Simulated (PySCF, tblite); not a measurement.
**C₆H₈Si: geometry, infrared bands and NMR shifts**

What infrared bands and NMR shifts should C₆H₈Si (`[SiH3][C@]12C=C[C@H]1C=C2`) show?

The runs use tblite 0.8.0 and PySCF 2.14.0, with density-fitted response routines of our own; the level of theory stands in each step. All values are computed, except where a source is named. Atoms count from 0, in the outputs and in this text.

## 1. The molecule as given

15 atoms, charge 0, multiplicity 1; geometry from: force field or distance geometry start.

Bonds of the start (Å): Si0–C1 1.88, C1–C2 1.53, C2–C3 1.36, C3–C4 1.50, C4–C5 1.51, C5–C6 1.35, C4–C1 1.53, C6–C1 1.52, Si0–H7 1.49, Si0–H8 1.49, Si0–H9 1.48, C2–H10 1.08, C3–H11 1.09, C4–H12 1.09, C5–H13 1.08, C6–H14 1.09.

## 2. Relaxing the molecule with GFN2-xTB

Job settings and geometry (Å):

```
{"job": {"kind": "relax", "xc": "GFN2-xTB", "basis": "xTB"}, "charge": 0, "multiplicity": 1}
Si     1.788500     0.174800    -0.937400
C      0.299000    -0.007000     0.194000
C     -0.037400    -1.392300     0.739200
C     -1.286300    -1.367000     0.191100
C     -1.107000     0.000700    -0.404600
C     -1.393000     1.187200     0.489500
C     -0.148600     1.181800     1.025100
H      1.750600     1.469100    -1.678500
H      3.066100     0.139500    -0.179400
H      1.835000    -0.907900    -1.949000
H      0.495700    -2.109900     1.339300
H     -2.120900    -2.075400     0.203700
H     -1.218100     0.122900    -1.483400
H     -2.267800     1.798600     0.641200
H      0.339700     1.792800     1.787300
```

Command:

```sh
> OMP_NUM_THREADS=1 python probes_run.py task.json out
```

This one command runs all jobs of the session in turn.

**Question.** This job is followed by: GFN2-xTB harmonic vibrations, gas phase; GIAO PBE0/pcSseg-1 NMR shielding, non-relativistic, gas phase. Predict these results of the whole session: strongest single infrared mode (GFN2-xTB); zero-point energy (GFN2-xTB); ¹³C shifts against TMS (PBE0/pcSseg-1, means over atoms taken as alike); ¹H shifts against TMS (PBE0/pcSseg-1, means over atoms taken as alike); ²⁹Si shifts against TMS (PBE0/pcSseg-1); surface potential, 1st and 99th percentile.

**Answer**, as computed:

| quantity | value |
| --- | --- |
| strongest single infrared mode (GFN2-xTB) | 786 cm⁻¹, 471 km/mol |
| zero-point energy (GFN2-xTB) | 68.8 kcal/mol |
| ¹³C shifts against TMS (PBE0/pcSseg-1, means over atoms taken as alike) | 157.2, 150.3, 56.1, 51.8 ppm |
| ¹H shifts against TMS (PBE0/pcSseg-1, means over atoms taken as alike) | 7.02, 6.90, 4.07, 3.97 ppm |
| ²⁹Si shifts against TMS (PBE0/pcSseg-1) | -74.0 ppm |
| surface potential, 1st and 99th percentile | -0.68 V and 0.84 V |

In words: Over 40 steps the energy fell by 0.169 eV; of the close pairs, C1–C4 changed most, 1.528 to 1.567 Å. No mode is imaginary among the 39: a minimum at this level. The strongest single mode, at 786 cm⁻¹, has its largest shares on H8, H9 and H7 (the list is cut at 3 atoms). Unscaled tight-binding wavenumbers are off by several per cent, some by more. Its intensities can rank the bands wrongly. At PBE0/pcSseg-1, counted by nearest atom on the grid, the HOMO lies on 4 C atoms about 21 % each, the LUMO on 4 C atoms about 16 % each.
